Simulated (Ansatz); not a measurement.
**BGaH₄O (SMILES [BH2][GaH][OH]): functionals against CCSD(T) at one geometry**

How do the functionals fare away from a minimum? The structure is a structure displaced at random from a GFN2-xTB minimum.

Method: single points in def2-TZVPP; program: Ansatz 0.2.0, Gaussian basis.

Correlated methods freeze the cores. Filled d shells of the heavier atoms are correlated.

### 1 The starting structure

SMILES `[BH2][GaH][OH]`, 7 atoms, charge 0, spin multiplicity 1.

Atoms are counted from 1 here; the program's logs count them from 0.

Bond lengths: B1–Ga2 2.085 Å, B1–H4 1.180 Å, B1–H5 1.143 Å, Ga2–O3 1.690 Å, Ga2–H6 1.521 Å, O3–H7 0.989 Å. Angles: Ga2–B1–H4 120.5°, Ga2–B1–H5 122.1°, H4–B1–H5 117.4°, B1–Ga2–O3 105.0°, B1–Ga2–H6 141.7°, O3–Ga2–H6 113.2°, Ga2–O3–H7 158.5°.

As a file:

```xyz
7
BGaH4O
B    -1.4671    0.0538    0.1147
Ga    0.5589   -0.0094    0.6046
O     1.3657   -0.1051   -0.8770
H    -2.0966   -0.9412    0.0407
H    -2.0065    1.0348   -0.1134
H     1.5012    0.0336    1.7981
H     2.1229   -0.1641   -1.5102
```

### 2 CCSD(T)/def2-TZVPP

Input file run/in.yaml:

```yaml
crystal:
  periodic: [false, false, false]
  atoms:
    - {symbol: B, position_ang: [-1.467100, 0.053800, 0.114700]}
    - {symbol: Ga, position_ang: [0.558900, -0.009400, 0.604600]}
    - {symbol: O, position_ang: [1.365700, -0.105100, -0.877000]}
    - {symbol: H, position_ang: [-2.096600, -0.941200, 0.040700]}
    - {symbol: H, position_ang: [-2.006500, 1.034800, -0.113400]}
    - {symbol: H, position_ang: [1.501200, 0.033600, 1.798100]}
    - {symbol: H, position_ang: [2.122900, -0.164100, -1.510200]}
basis:
  gaussian: {orbitals: def2-TZVPP}
correlation: {method: ccsd_t}
output: {forces: true}
```

No record of the launch command was kept for these runs.

### 3 PBE0-D4/def2-TZVPP

run/in.yaml: that of step 2 with these lines changed.

```diff
@@ -12,3 +12,3 @@
   gaussian: {orbitals: def2-TZVPP}
-correlation: {method: ccsd_t}
-output: {forces: true}
+hamiltonian: {xc: pbe0, dispersion: d4}
+output: {forces: true, orbitals: {seedname: orbitals}}
```

### 4 wB97M-V/def2-TZVPP

run/in.yaml: that of step 3 with these lines changed.

```diff
@@ -12,3 +12,3 @@
   gaussian: {orbitals: def2-TZVPP}
-hamiltonian: {xc: pbe0, dispersion: d4}
-output: {forces: true, orbitals: {seedname: orbitals}}
+hamiltonian: {xc: {name: wB97M-V}}
+output: {forces: true}
```

### 5 r2SCAN-D4/def2-TZVPP

run/in.yaml: that of step 4 with these lines changed.

```diff
@@ -12,3 +12,3 @@
   gaussian: {orbitals: def2-TZVPP}
-hamiltonian: {xc: {name: wB97M-V}}
+hamiltonian: {xc: r2scan, dispersion: d4}
 output: {forces: true}
```

### 6 PBE-D4/def2-TZVPP

run/in.yaml: that of step 5 with these lines changed.

```diff
@@ -12,3 +12,3 @@
   gaussian: {orbitals: def2-TZVPP}
-hamiltonian: {xc: r2scan, dispersion: d4}
+hamiltonian: {xc: pbe, dispersion: d4}
 output: {forces: true}
```

### 7 r2SCAN0-D4/def2-TZVPP

run/in.yaml: that of step 6 with these lines changed.

```diff
@@ -12,3 +12,3 @@
   gaussian: {orbitals: def2-TZVPP}
-hamiltonian: {xc: pbe, dispersion: d4}
+hamiltonian: {xc: {name: r2SCAN0}, dispersion: d4}
 output: {forces: true}
```

### 8 r2SCANh-D4/def2-TZVPP

run/in.yaml: that of step 7 with these lines changed.

```diff
@@ -12,3 +12,3 @@
   gaussian: {orbitals: def2-TZVPP}
-hamiltonian: {xc: {name: r2SCAN0}, dispersion: d4}
+hamiltonian: {xc: {name: r2SCANh}, dispersion: d4}
 output: {forces: true}
```

(Steps that only read results are left out.)

Q: Predict the outcome of this session. Wanted: energy less free atoms, CCSD(T)/def2-TZVPP; RMS force component; RMS force error; HOMO and LUMO, PBE0-D4; T1 diagnostic.

The runs gave:

| quantity | value |
| --- | --- |
| energy less free atoms, CCSD(T)/def2-TZVPP | -1998.4 kJ/mol |
| RMS force component | 1.275 to 1.336 eV/Å over the methods |
| RMS force error | PBE0-D4 0.053, wB97M-V 0.068, r2SCAN-D4 0.085, PBE-D4 0.185, r2SCAN0-D4 0.102, r2SCANh-D4 0.069 eV/Å |
| HOMO and LUMO, PBE0-D4 | -7.20 and -2.16 eV |
| T1 diagnostic | 0.014 |

What this shows: Against CCSD(T) the functionals' energies less atoms differ by -53.4 to -17.0 kJ/mol, PBE-D4 by -43.6 kJ/mol. CCSD(T) in triple zeta still lacks some correlation energy of the bonds, so part of these gaps is its own basis error and they don't rank the functionals. The forces of PBE0-D4 come nearest to CCSD(T), those of PBE-D4 are farthest. Frozen-core CCSD(T) forces in triple zeta carry basis errors of their own, and this is one geometry, so small gaps rank nothing.
